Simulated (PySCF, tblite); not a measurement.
**C₅H₁₃PS: infrared bands and NMR shifts**

Wanted: the infrared bands and NMR shifts of C₅H₁₃PS (`CC(C)C[P@@H](C)=S`), by calculation.

Programs: tblite 0.8.0 and PySCF 2.14.0, with density-fitted response routines of our own. Each step states its level of theory. These are calculated values for one molecule in the gas phase, unless marked as measured. Atoms count from 0, in the outputs and in this text.

**1. The starting structure**

20 atoms, charge 0, multiplicity 1; geometry from: GFN2-xTB.

Bonds of the start (Å): C0–C1 1.52, C1–C2 1.53, C1–C3 1.53, C3–P4 1.84, P4–C5 1.83, P4–S6 1.93, C0–H7 1.09, C0–H8 1.09, C0–H9 1.09, C1–H10 1.10, C2–H11 1.09, C2–H12 1.09, C2–H13 1.09, C3–H14 1.09, C3–H15 1.10, P4–H16 1.40, C5–H17 1.09, C5–H18 1.09, C5–H19 1.09.

**2. Vibrational analysis with GFN2-xTB**

Job settings and geometry (Å):

```
{"job": {"kind": "ir", "xc": "GFN2-xTB", "basis": "xTB"}, "charge": 0, "multiplicity": 1}
C     -1.459743     0.210011     1.358305
C     -1.165516     0.379226    -0.127407
C     -2.309890    -0.157261    -0.981948
C      0.141323    -0.324526    -0.488691
P      1.568500     0.393926     0.423990
C      3.032455    -0.408432    -0.333450
S      1.650097     2.321479     0.505632
H     -1.517166    -0.844471     1.624139
H     -0.673462     0.682042     1.948965
H     -2.403997     0.683234     1.615594
H     -1.037299     1.448712    -0.332515
H     -2.100803    -0.017976    -2.040507
H     -3.233551     0.364881    -0.744687
H     -2.458653    -1.219616    -0.796148
H      0.083804    -1.396123    -0.279604
H      0.362377    -0.188823    -1.554023
H      1.527491    -0.270794     1.655873
H      2.924368    -1.490526    -0.361966
H      3.912497    -0.138238     0.249421
H      3.152019    -0.016049    -1.344010
```

**Question.** This job is followed by: GIAO PBE0/pcSseg-1 NMR shielding, non-relativistic, gas phase. What will the session give for the following? strongest single infrared mode (GFN2-xTB); zero-point energy (GFN2-xTB); ¹³C shifts against TMS (PBE0/pcSseg-1); ¹H shifts against TMS (PBE0/pcSseg-1, means over atoms taken as alike); ³¹P shifts against H3PO4 (PBE0/pcSseg-1); ³³S shifts against CS2 (PBE0/pcSseg-1).

The runs gave:

```
                                                              quantity                                         value
                             strongest single infrared mode (GFN2-xTB)                         2208 cm⁻¹, 210 km/mol
                                          zero-point energy (GFN2-xTB)                                105.6 kcal/mol
                                ¹³C shifts against TMS (PBE0/pcSseg-1)              45.2, 26.7, 25.9, 23.1, 23.0 ppm
¹H shifts against TMS (PBE0/pcSseg-1, means over atoms taken as alike)  7.06, 2.41, 1.53, 1.44, 1.16, 1.07, 1.06 ppm
                              ³¹P shifts against H3PO4 (PBE0/pcSseg-1)                                     -15.4 ppm
                                ³³S shifts against CS2 (PBE0/pcSseg-1)                                      -291 ppm
```

No mode is imaginary among the 54: a minimum at this level. The strongest single mode, at 2208 cm⁻¹, moves mainly H16. Unscaled tight-binding wavenumbers are off by several per cent, some by more. Its intensities can rank the bands wrongly. At PBE0/pcSseg-1: Shielding is most anisotropic at P4 (span 244 ppm, paramagnetic term -632 ppm).
